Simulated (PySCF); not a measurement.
# BeBr: the SCF solver's settings

Do solver options change the result for BeBr, or only the number of cycles?

Computed with PySCF 2.14.0. Level: each script names its method and basis.

4 further runs of the same task are left out: 4 that didn't finish.

## (1) Where the work starts

BeBr: 2 atoms, charge 0, spin multiplicity 2.

Bond lengths: Be1–Br2 1.930 Å.

## (2) Base script

The input, input.py:

```python
from pyscf import gto, dft

mol = gto.M(
    atom='Be 0 0 0; Br 0 0 1.93',
    basis='minao',
    charge=0,
    spin=1,
    verbose=4,
)
mf = dft.UKS(mol, xc='wb97')
mf.kernel()
mf.dip_moment()
print('orbital energies (hartree):', [e[max(0, n-3):n+3].round(4) for e, n in zip(mf.mo_energy, mol.nelec)])
```

Started as:

```sh
$ OMP_NUM_THREADS=1 python input.py
```

Its log is not repeated here.

It gives: E(SCF) = -2588.914199 Eh, 6 cycles, ⟨S²⟩ = 0.750, μ = 5.11 D.

The bond length is a typed value, not an optimised one.

## (3) Level shift 0.1 hartree

Run 1 changes level shift: none → 0.1 hartree.

The input, input.py:

```python
from pyscf import gto, dft

mol = gto.M(
    atom='Be 0 0 0; Br 0 0 1.93',
    basis='minao',
    charge=0,
    spin=1,
    verbose=4,
)
mf = dft.UKS(mol, xc='wb97')
mf.level_shift = 0.1
mf.kernel()
mf.dip_moment()
print('orbital energies (hartree):', [e[max(0, n-3):n+3].round(4) for e, n in zip(mf.mo_energy, mol.nelec)])
```

Started as:

```sh
$ OMP_NUM_THREADS=1 python input.py
```

## (4) DIIS space 12

Run 2 changes DIIS space: default → 12.

Edit input.py of step 2 so:

```diff
@@ -10,2 +10,3 @@
 mf = dft.UKS(mol, xc='wb97')
+mf.diis_space = 12
 mf.kernel()
```

## (5) Second-order solver on

Run 3 changes second-order solver: off → on.

Edit input.py of step 2 so:

```diff
@@ -10,2 +10,3 @@
 mf = dft.UKS(mol, xc='wb97')
+mf = mf.newton()
 mf.kernel()
```

## (6) Level shift 0.3 hartree

Run 4 changes level shift: none → 0.3 hartree.

Edit input.py of step 2 so:

```diff
@@ -10,2 +10,3 @@
 mf = dft.UKS(mol, xc='wb97')
+mf.level_shift = 0.3
 mf.kernel()
```

Q: Predict the outcome of this session. Wanted: for each run, E(SCF); from base; SCF dipole.

As calculated:

| run | E(SCF) (hartree) | from base (eV) | cycles | SCF dipole (D) |
| --- | --- | --- | --- | --- |
| base | -2588.914199 | 0 | 6 | 5.11 |
| level shift 0.1 hartree | -2588.914199 | 0.0000 | 8 | 5.11 |
| DIIS space 12 | -2588.914199 | 0.0000 | 6 | 5.11 |
| second-order solver on | -2588.914199 | 0.0000 | 3 macro | 5.11 |
| level shift 0.3 hartree | -2588.914199 | 0.0000 | 12 | 5.11 |

Distance from each run's final energy (log10 hartree) by cycle:

```csv
run,cycle 1,cycle 2,cycle 3,cycle 5,cycle 8,cycle 12
base,-2.2,-3.2,-5.1,-9.6,done,done
level shift 0.1 hartree,-2.2,-2.9,-3.9,-6.4,-10.7,done
DIIS space 12,-2.2,-3.2,-5.1,-9.6,done,done
second-order solver on,-7.4,< -11,< -11,done,done,done
level shift 0.3 hartree,-2.1,-2.7,-3.4,-4.8,-6.9,-9.9
```

What this shows: The SCF energy stays the same, to the digits that matter, with level shift 0.1 hartree or DIIS space 12 or second-order solver on or level shift 0.3 hartree. The base needs 6 cycles and the run with level shift 0.3 hartree needs 12. The cycles with DIIS space 12 repeat those of the base digit for digit, so the setting never acted.
